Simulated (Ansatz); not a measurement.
# AlGa3Sb4: the cost of one run

Computed with Ansatz 0.2.0 (DFT PBE, scalar-relativistic, plane waves, PAW, unless a step's input says otherwise).

## (1) Starting point

The structure is cubic, space group P-43m (No. 215). Conventional cell: a = 5.734 Å, b = 5.734 Å, c = 5.734 Å, α = 90.00°, β = 90.00°, γ = 90.00°. Al (site symmetry -43m) has 4 Sb at 2.43 Å in its first shell of neighbours. Ga (site symmetry -42m) is surrounded by 4 Sb at 2.50 Å. Sb (site symmetry 3m) has 1 Al at 2.43 Å and 3 Ga at 2.50 Å in its first shell of neighbours.

Coordinates:

```cif
data_structure
_symmetry_space_group_name_H-M 'P-43m'
_symmetry_Int_Tables_number 215
_cell_length_a 5.7337
_cell_length_b 5.7337
_cell_length_c 5.7337
_cell_angle_alpha 90.000
_cell_angle_beta 90.000
_cell_angle_gamma 90.000
_cell_volume 188.50
loop_
_atom_site_label
_atom_site_type_symbol
_atom_site_symmetry_multiplicity
_atom_site_Wyckoff_symbol
_atom_site_fract_x
_atom_site_fract_y
_atom_site_fract_z
_atom_site_occupancy
Al1 Al 1 a 0.00000 0.00000 0.00000 1
Ga1 Ga 3 c 0.50000 0.50000 0.00000 1
Sb1 Sb 4 e 0.75571 0.75571 0.24429 1
```

This is a trial structure built by rule; it need not be a known or stable form of this composition.

(A quick probe on a coarse mesh, which set the mesh and smearing, is not shown.)

## (3) Rough relaxation on the coarse mesh

Input file input.yaml:

```yaml
crystal:
  lattice:
    - [5.7337330051, 0.0, 0.0]
    - [0.0, 5.7337330051, 0.0]
    - [0.0, 0.0, 5.7337330051]
  atoms:
    - { symbol: Al, position: [0.0, 0.0, 0.0] }
    - { symbol: Ga, position: [0.5, 0.5, 0.0] }
    - { symbol: Ga, position: [0.5, 0.0, 0.5] }
    - { symbol: Ga, position: [0.0, 0.5, 0.5] }
    - { symbol: Sb, position: [0.75571442, 0.75571442, 0.24428558] }
    - { symbol: Sb, position: [0.75571442, 0.24428558, 0.75571442] }
    - { symbol: Sb, position: [0.24428558, 0.75571442, 0.75571442] }
    - { symbol: Sb, position: [0.24428558, 0.24428558, 0.24428558] }
basis:
  ecutwfc: 420
kpoints:
  mp_grid: { grid: [4, 4, 4] }
hamiltonian:
  xc: pbe
scf:
  occupations: { method: gaussian, width: 0.1 }
output:
  forces: true
  stress: true
  eigenvalues: true
relax:
  adjacent_minimum: "off"
  f_tol: 0.05
  max_steps: 80
  cell: { stress_tol: 0.5 }
```

On the command line:

```
$ ansatz run input.yaml --threads 4 --pin off --max-ram 12288MiB --backend cpu --events-out ev --progress --plain --runs-dir out
```

What time and memory should one allow on 4 threads of Oxide Virtual Turin-like (Zen 5), shared host?

About 13 s, with a peak of 0.75 GiB.
